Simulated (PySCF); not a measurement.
# [Nd(H2O)2]3+: other functionals and bases at one geometry

One table from this session's results is given with a row withheld; the runs are named, their logs left out.

Computed with PySCF 2.14.0. Level: several levels, as the steps say, no spin–orbit coupling.

4 further runs of the same task are left out: 2 for a known fault of the program, 2 that didn't finish.

**The system as given**

7 atoms, charge 3, spin multiplicity 1.

Bond lengths: Nd1–O2 2.284 Å, Nd1–O5 2.285 Å, O2–H3 0.992 Å, O2–H4 0.993 Å, O5–H6 0.993 Å, O5–H7 0.993 Å. Angles: O2–Nd1–O5 110.2°, Nd1–O2–H3 129.4°, Nd1–O2–H4 128.0°, H3–O2–H4 102.6°, Nd1–O5–H6 128.0°, Nd1–O5–H7 129.3°, H6–O5–H7 102.7°.

Geometry (Å):

```xyz
7
H4NdO2
Nd   -0.38839   -1.06376   -0.01443
O     0.01212    0.15571    1.87434
H     0.46821    1.03126    1.97355
H    -0.21761   -0.07654    2.81222
O     0.10631    0.17086   -1.87230
H     0.63360   -0.10565   -2.66747
H    -0.17334    1.09425   -2.10593
```

Formal oxidation states: Nd +3. Each metal's 3 4f electrons lie in its core potential, so multiplicities, spins and levels count the valence alone. An earlier session relaxed this geometry at PBE0, Nd lcecp-1-SVP with ECP49, O def2-SVP, H def2-SVP (singlet, point group C1).

At PBE0 on the finer grid: E = -185.317400 Eh, HOMO -26.28 eV, LUMO -18.57 eV, Mulliken charge on Nd1 +2.25 e, largest force component 0.013 eV/Å. 

Levels to run: r2SCAN; CAM-B3LYP; BLYP; M06-L; PBE0, TZVP. Hardware: 2 threads of Arm Neoverse V1, shared host.

Set-up of the first run:

File run.py (the lines that set the calculation):

```python
mol = gto.M(atom='''
Nd    -0.38839    -1.06376    -0.01443
O      0.01212     0.15571     1.87434
H      0.46821     1.03126     1.97355
H     -0.21761    -0.07654     2.81222
O      0.10631     0.17086    -1.87230
H      0.63360    -0.10565    -2.66747
H     -0.17334     1.09425    -2.10593''',
    basis={'Nd': 'lcecp-1-SVP', 'O': 'def2-SVP', 'H': 'def2-SVP'},
    ecp={'Nd': 'lcecp-1-SVP'},
    charge=3, spin=0)
mf = dft.RKS(mol, xc='R2SCAN')
mf.grids.atom_grid = (75, 302)  # f atoms: unpruned, at least (60, 302)
mf = mf.density_fit()  # fitting sets: Nd AutoAux, O def2-universal-JKFIT, H def2-universal-JKFIT
mf.conv_tol = 1e-08; mf.max_cycle = 55
mf.kernel(dm0)  # dm0: the density of the relaxed state
```

The run is started by

```bash
> OMP_NUM_THREADS=2 python run.py
```

Among the steps run: r2SCAN; CAM-B3LYP; BLYP; M06-L; PBE0, TZVP.

One table of the session follows, with a row left open; its other results are not shown here.

```
              level  HOMO (eV)  gap (eV)  charge on Nd1 (e)  dipole (D)  largest force component (eV/Å)
PBE0 (relaxed here)     -26.28      7.70               2.25        2.75                            0.01
             r2SCAN     -24.88      5.85               2.24        2.81                            0.14
          CAM-B3LYP     -27.74     10.30               2.24        2.68                            0.12
               BLYP     -24.41      4.94               2.14        3.08                            0.56
              M06-L     -24.80      5.88               2.30        2.64                            0.28
         PBE0, TZVP          ?         ?                  ?           ?                               ?
```

**Question.** Estimate the row for PBE0, TZVP.

The run gave: HOMO (eV): -26.26; gap (eV): 7.80; charge on Nd1 (e): 2.43; dipole (D): 2.79; largest force component (eV/Å): 0.26. In the column «HOMO (eV)» it lies between PBE0 (relaxed here) (-26.28) and r2SCAN (-24.88).

The dipole of a charged species depends on the origin, so these sizes hold for this origin alone.

In one basis the HOMO–LUMO gap runs from 4.94 eV (BLYP) to 10.30 eV (CAM-B3LYP). The largest leftover force, 0.56 eV/Å with BLYP, stands at a geometry relaxed at another level. With 4f in the core, its levels are missing from HOMO and gap, and its count is fixed, so no charge can pass from the ligands into it. Total energies of different levels can't be compared.
